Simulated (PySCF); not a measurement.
# C14H13B: the cost of one run

Computed with PySCF 2.14.0 and routines of our own; the level stands in each step. Atoms count from 0.

### Step 1. The starting structure

28 atoms, charge 0, multiplicity 1; geometry from: GFN2-xTB.

### Step 2. First hyperpolarisability: quadratic response LC-wPBE/def2-SVPD

Job settings and geometry (Å):

```
{"job": {"kind": "beta", "xc": "LC-wPBE", "basis": "def2-SVPD", "wavelengths": [1907, 1340]}, "charge": 0, "multiplicity": 1}
C     -4.114978     0.145122     0.006777
B     -2.606672     0.611654    -0.108448
C     -2.281391     2.123839    -0.439151
C     -1.495841    -0.445490     0.110836
C     -1.730314    -1.790323     0.406074
C     -0.525388    -2.487927     0.546610
C      0.530000    -1.590238     0.341109
C      1.919988    -1.788098     0.371029
C      2.722443    -0.700595     0.126936
C      2.151502     0.590380    -0.148371
C      0.760507     0.782475    -0.177626
C     -0.049412    -0.302243     0.065973
C      3.213099     1.478061    -0.350192
C      4.426809     0.770384    -0.207185
C      4.148780    -0.543656     0.080300
H     -4.335557    -0.648761    -0.705975
H     -4.320971    -0.271304     0.992258
H     -4.832822     0.943745    -0.164291
H     -1.700558     2.210812    -1.356909
H     -3.172440     2.735083    -0.563718
H     -1.685954     2.581018     0.350522
H     -2.702687    -2.236473     0.512597
H     -0.425792    -3.535466     0.773449
H      2.332023    -2.766157     0.580469
H      0.361269     1.762024    -0.387598
H      3.125770     2.526230    -0.576645
H      5.405359     1.203872    -0.309071
H      4.862327    -1.330612     0.244456
```

With the program's defaults for keys left out, this is: quadratic response LC-wPBE/def2-SVPD first hyperpolarisability, Taylor convention, gas phase.

On the command line:

```sh
$ OMP_NUM_THREADS=2 python excited_run.py task.json out
```

The driver reads the jobs from task.json and runs them one after another.

**Question.** How long does this first job take on 2 threads of Intel Xeon Platinum 8488C, shared host, and how much memory does it need?

About 3.1 min, with a peak of 2.8 GiB.
